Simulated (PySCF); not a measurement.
# C8H6N+: reorganisation energies

Wanted: reorganisation energies for C8H6N+ (`N#Cc1ccccc[cH+]1`).

Computed with PySCF 2.14.0 and routines of our own; the level stands in each step. Atoms count from 0.

## Step 1: The starting structure

15 atoms, charge 1, multiplicity 1; geometry from: GFN2-xTB.

## Step 2: Geometry optimisation at B3LYP/def2-SV(P)

The job: settings as JSON, then the geometry in Å.

```
{"job": {"xc": "B3LYP", "basis": "def2-SV(P)", "grid": 1, "kind": "geom"}, "charge": 1, "multiplicity": 1}
N      3.802691    -0.730672    -0.041073
C      2.680681    -0.513455    -0.028835
C      1.278340    -0.243857    -0.014649
C      0.920264     1.110270    -0.006808
C     -0.352003     1.661993     0.006144
C     -1.585099     1.011638     0.016124
C     -1.846449    -0.353357     0.015528
C     -0.940719    -1.413090     0.003404
C      0.445317    -1.369936    -0.009417
H      1.750426     1.809719    -0.012108
H     -0.391092     2.745316     0.009728
H     -2.454853     1.658875     0.025663
H     -2.893713    -0.633714     0.026174
H     -1.377039    -2.405429     0.004667
H      0.958836    -2.326314    -0.016454
```

Launch:

```
$ OMP_NUM_THREADS=1 python excited_run.py task.json out
```

The driver reads the jobs from task.json and runs them one after another.

Log:

```text
step   0  E = -362.61067860  max force = 0.043439
step   1  E = -362.61287043  max force = 0.001913
step   2  E = -362.61288269  max force = 0.000645
step   3  E = -362.61288515  max force = 0.000439
optimisation converged
```

Wall time 21 s (1 thread of Arm Neoverse V2, shared host); peak memory 0.61 GiB.

Step by step:

| step | energy from step 0 (eV) | largest force component (eV/Å) |
| --- | --- | --- |
| 0 | 0.0000 | 2.2337 |
| 1 | -0.0596 | 0.0984 |
| 2 | -0.0600 | 0.0332 |
| 3 | -0.0600 | 0.0226 |

Close pairs (by a distance rule), those that changed most:

| bond | before (Å) | after (Å) | change (Å) |
| --- | --- | --- | --- |
| N0–C1 | 1.143 | 1.161 | +0.018 |
| C2–C3 | 1.401 | 1.413 | +0.013 |
| C2–C8 | 1.401 | 1.413 | +0.012 |
| C7–C8 | 1.387 | 1.398 | +0.012 |
| C7–H13 | 1.084 | 1.096 | +0.012 |
| C4–H10 | 1.084 | 1.096 | +0.012 |
| C3–C4 | 1.387 | 1.398 | +0.011 |
| C6–H12 | 1.084 | 1.096 | +0.011 |

The end geometry stands in the next job.

| at the end point | value |
| --- | --- |
| point group (found at 0.08 Å tolerance) | C2v |
| rotational constants (GHz, main isotopes) | 3.732, 1.210, 0.914 |

## Step 3: Relaxation after adding or removing an electron (C₈H₆N radical): UKS B3LYP/def2-SV(P)

The job: settings as JSON, then the geometry in Å.

```
{"job": {"kind": "ionopt", "ions": [-1], "xc": "B3LYP", "basis": "def2-SV(P)", "grid": 1}, "charge": 0, "multiplicity": 2}
N      3.892033    -0.673588    -0.190614
C      2.752281    -0.455210    -0.177500
C      1.339042    -0.185414    -0.161613
C      0.958837     1.175750    -0.153807
C     -0.325791     1.727676    -0.139416
C     -1.569640     1.077354    -0.128941
C     -1.829542    -0.298417    -0.129967
C     -0.909019    -1.357994    -0.141674
C      0.488535    -1.313847    -0.155768
H      1.785316     1.894083    -0.160129
H     -0.362312     2.822638    -0.135977
H     -2.448503     1.731415    -0.118608
H     -2.886537    -0.586488    -0.120298
H     -1.343332    -2.363801    -0.139785
H      0.995710    -2.284344    -0.163430
```

Method: UKS B3LYP/def2-SV(P) geometry optimisation of the ion from the geometry of its parent, gas phase.

Log:

```text
step       E/Eh        max force   <S^2>
  0    -362.85210113   0.060434   0.7682
  1    -362.85658889   0.014479   0.7701
  2    -362.85920208   0.004180   0.7701
  3    -362.85941330   0.007984   0.7695
  4    -362.85990857   0.002649   0.7696
  5    -362.85990798   0.002375   0.7697
  6    -362.85998425   0.000588   0.7696
  7    -362.85998650   0.000906   0.7696
  8    -362.85999360   0.000149   0.7696
optimisation converged
```

Wall time 97 s (1 thread of Arm Neoverse V2, shared host); peak memory 0.68 GiB.

From this job:

| quantity | value |
| --- | --- |
| geometry moved (RMSD) | 0.018 Å |
| ⟨S²⟩ | 0.770 |

Bonds of the start that changed most:

| bond | start (Å) | end (Å) |
| --- | --- | --- |
| C6–C7 | 1.404 | 1.447 |
| C4–C5 | 1.404 | 1.447 |
| C5–C6 | 1.400 | 1.365 |
| C7–C8 | 1.398 | 1.374 |
| C3–C4 | 1.398 | 1.374 |
| C8–C2 | 1.413 | 1.434 |

Mulliken spin populations:

N0 0.19; C1 -0.11; C2 0.45; C3 -0.13; C4 0.31; C5 0.07; C6 0.08; C7 0.30; C8 -0.12; H9 0.01; H10 -0.02; H11 -0.01; H12 -0.01; H13 -0.02; H14 0.00

## Step 4: Reorganisation energies: UKS B3LYP/def2-SV(P)

The job, as its differences from that of step 3:

```diff
@@ -1,2 +1,2 @@
-{"job": {"kind": "ionopt", "ions": [-1], "xc": "B3LYP", "basis": "def2-SV(P)", "grid": 1}, "charge": 0, "multiplicity": 2}
+{"job": {"kind": "reorg", "ions": [-1], "xc": "B3LYP", "basis": "def2-SV(P)", "grid": 1}, "charge": 1, "multiplicity": 1}
 N      3.892033    -0.673588    -0.190614
```

Method: UKS B3LYP/def2-SV(P) four-point reorganisation energy, gas phase.

Log:

```text
final grid: 61392 points
cycle   1  E = -362.5508518454  dE =  1.558e+00  |g| = 4.637e-01  |ddm| = 5.040e+00
cycle   2  E = -362.2315670484  dE =  3.193e-01  |g| = 1.227e+00  |ddm| = 1.685e+00
cycle   3  E = -362.6125013094  dE = -3.809e-01  |g| = 3.464e-02  |ddm| = 1.175e+00
cycle   4  E = -362.6122822125  dE =  2.191e-04  |g| = 4.354e-02  |ddm| = 1.096e-01
cycle   5  E = -362.6128615819  dE = -5.794e-04  |g| = 8.988e-03  |ddm| = 6.076e-02
cycle   6  E = -362.6128829570  dE = -2.138e-05  |g| = 2.825e-03  |ddm| = 1.178e-02
cycle   7  E = -362.6128849834  dE = -2.026e-06  |g| = 7.653e-04  |ddm| = 3.657e-03
cycle   8  E = -362.6128851453  dE = -1.619e-07  |g| = 1.634e-04  |ddm| = 1.171e-03
cycle   9  E = -362.6128851513  dE = -5.965e-09  |g| = 6.837e-05  |ddm| = 2.583e-04
cycle  10  E = -362.6128851525  dE = -1.167e-09  |g| = 2.219e-05  |ddm| = 8.427e-05
cycle  11  E = -362.6128851526  dE = -1.177e-10  |g| = 7.509e-06  |ddm| = 2.913e-05
converged SCF energy = -362.6128851526

electron transfer: vertical 6.5949 eV, relaxation of the ion converged
  adiabatic 6.7242 eV, lambda(ion) 0.1293, lambda(parent) 0.1236, total 0.2529 eV
```

Wall time 3.8 s (1 thread of Arm Neoverse V2, shared host); peak memory 0.68 GiB.

## Step 5: Outcome

| quantity | value |
| --- | --- |
| point group | C2v |
| rotational constants (main isotopes) | 3.73, 1.21, 0.91 GHz |
| geometry moved (RMSD) (step 3, UKS B3LYP/def2-SV(P)) | 0.018 Å |
| electron reorganisation energy (step 4, UKS B3LYP/def2-SV(P)) | 0.2529 eV |

Relaxing lowered the energy by 0.060 eV in 3 steps; the close pair that moved most is N0–C1, from 1.143 to 1.161 Å. In step 3 (relaxation after adding or removing an electron), among the bonds C6–C7 changes most, from 1.404 to 1.447 Å.
